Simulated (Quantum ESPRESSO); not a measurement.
Crystal: Be4ReS.

```
Be Re S
1.0
     2.35165   -3.94833    0.00000
     2.35165    3.94833    0.00000
     0.00000    0.00000    3.75140
Be Re S
4 1 1
Direct
  0.16832 0.83168 0.00000
  0.83168 0.16832 0.00000
  0.00000 0.50000 0.50000
  0.50000 0.00000 0.50000
  0.00000 0.00000 0.50000
  0.50000 0.50000 0.00000
```

The cell was built by a generator and needn't be a form met in nature.

| Property | Result |
| --- | --- |
| Program | Quantum ESPRESSO 7.5 |
| Task | relaxation of cell and atoms |
| Functional | RPBE |
| Dispersion | D3(BJ) |
| Potentials or basis | SSSP 1.3 efficiency PBE |
| Cutoff | 748 eV |
| Density cutoff | 5987 eV |
| k mesh | 3 × 3 × 3 |
| Occupations | gaussian, width 0.2 eV |
| Spin | no spin polarisation |

At the start: pressure -18.2 GPa; volume 11.61 Å³/atom.

Task: Where does the relaxation end?

Result: Over 20 steps the energy falls by 264.5 meV/atom and the volume is 9.17 Å³/atom (-21.0 %); space group Cmmm (No. 65, to 0.05 Å).

The path:
```csv
step,energy change (eV),largest force (eV/Å),pressure (GPa),volume (Å³)
1,0.0000,0.7135,-18.25,69.66
2,-0.0956,0.7196,-17.70,69.01
3,-0.8161,0.6515,-11.82,63.57
4,-1.2525,0.3314,-3.22,58.59
5,-1.3349,0.0150,5.07,55.25
6,-1.3514,0.0193,3.36,55.78
7,-1.3949,0.0278,-0.14,56.75
8,-1.4354,0.0363,-2.46,57.18
9,-1.4713,0.1353,-3.15,56.88
10,-1.5311,0.4890,-2.93,55.67
11,-1.5380,0.4140,-2.60,55.66
12,-1.5744,0.1742,0.02,54.98
13,-1.5838,0.0190,1.19,54.74
14,-1.5850,0.0048,0.48,54.93
15,-1.5853,0.0043,0.05,55.07
16,-1.5854,0.0033,-0.02,55.09
17,-1.5860,0.0010,-0.33,55.17
18,-1.5866,0.0038,-0.45,55.19
19,-1.5870,0.0034,-0.31,55.12
20,-1.5870,0.0017,-0.09,55.04
```

Final structure:
```
Be Re S
1.0
     4.56865   -0.33394    0.00000
    -2.46964    3.85813    0.00000
     0.00000    0.00000    3.27563
Be Re S
4 1 1
Direct
  0.19528 0.80472 0.00000
  0.80472 0.19528 0.00000
  0.00000 0.50000 0.50000
  0.50000 0.00000 0.50000
  0.00000 0.00000 0.50000
  0.50000 0.50000 0.00000
```

Caveat: the k mesh is coarse (spacing up to 0.56 Å⁻¹), so the values aren't converged; the potentials were made for another functional, which shifts forces and pressure; the volume moved by over 15 % at a fixed basis, so the end points are rough; pairwise dispersion overbinds metals, which lowers pressure and volume.
